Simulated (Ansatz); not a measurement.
Relaxation of a periodic cell of 17 atoms, Si₁₆B (host Si, host structure diamond, interstitial B), to a largest force component of 0.08 eV/Å in at most 25 steps.

The calculation used DFT PBE, scalar-relativistic, plane waves, PAW in Ansatz. Settings: PAW set soft_1, cutoff 420 eV, k mesh 2x2x2, fermi-dirac smearing 0.05 eV, spin collinear.

```xyz
17
Lattice="0.0000 5.4300 5.4300 5.4300 0.0000 5.4300 5.4300 5.4300 0.0000" Properties=species:S:1:pos:R:3:forces:R:3
Si 0.000 0.000 0.000 0.31 -0.32 0.34
Si 1.357 1.357 1.357 0.02 0.16 -0.01
Si 2.715 2.715 0.000 -0.06 0.06 0.05
Si 4.072 4.072 1.357 -0.16 -0.02 0.00
Si 2.715 0.000 2.715 -0.34 -0.33 -0.32
Si 4.072 1.357 4.072 0.00 0.00 -0.01
Si 5.430 2.715 2.715 0.33 0.34 -0.32
Si 6.787 4.072 4.072 0.00 -0.01 0.17
Si 0.000 2.715 2.715 0.05 0.05 -0.06
Si 1.357 4.072 4.072 0.00 0.01 -0.16
Si 2.715 5.430 2.715 -0.05 -0.05 -0.06
Si 4.072 6.787 4.072 -0.01 0.00 0.02
Si 2.715 2.715 5.430 -0.31 0.30 0.33
Si 4.072 4.072 6.787 0.16 0.02 0.00
Si 5.430 5.430 5.430 0.06 -0.06 0.05
Si 6.787 6.787 6.787 -0.02 -0.16 0.01
B 6.803 9.500 6.752 0.01 0.00 -0.03
```

Where does it end, and by what steps?

The run converged. The force dipped under the threshold on the way, but the program's further checks kept it going. Limits of this set-up: coarse k mesh, a small cell, in which the defect meets its images. After 11 steps the energy has fallen by 0.140 eV; B17 moved furthest, 0.47 Å. Joined: Si10–B17 (2.68 → 2.27 Å).

```csv
step,energy less start (eV),largest force component (eV/Å),accepted
0,0.0000,0.344,yes
1,-0.0567,0.153,yes
2,-0.0726,0.028,yes
3,-0.0730,0.017,yes
4,-0.0732,0.013,yes
5,-0.0734,0.016,yes
6,-0.0737,0.020,yes
7,-0.0766,0.057,yes
8,-0.0911,0.149,yes
9,-0.1277,0.160,yes
10,-0.1264,0.300,no
11,-0.1396,0.041,yes
```

```xyz
17
Lattice="0.0000 5.4300 5.4300 5.4300 0.0000 5.4300 5.4300 5.4300 0.0000" Properties=species:S:1:pos:R:3
Si -0.024 -0.002 0.081
Si 1.343 1.396 1.384
Si 2.696 2.722 0.023
Si 4.033 4.062 1.397
Si 2.642 -0.058 2.679
Si 4.069 1.324 4.013
Si 5.446 2.728 2.696
Si 6.763 4.055 4.098
Si -0.012 2.721 2.770
Si 1.369 4.083 4.105
Si 2.716 5.433 2.761
Si 4.064 6.789 4.120
Si 2.722 2.663 5.489
Si 4.084 4.065 6.805
Si 5.423 5.415 5.450
Si 6.773 6.746 6.822
B 6.995 9.659 6.357
```

Whether the end is a true minimum wasn't checked by a vibrational analysis.

Run time: 91 s on 1 thread of Intel(R) Xeon(R) 6975P-C (Granite Rapids) (shared host), peak memory 0.7 GiB.
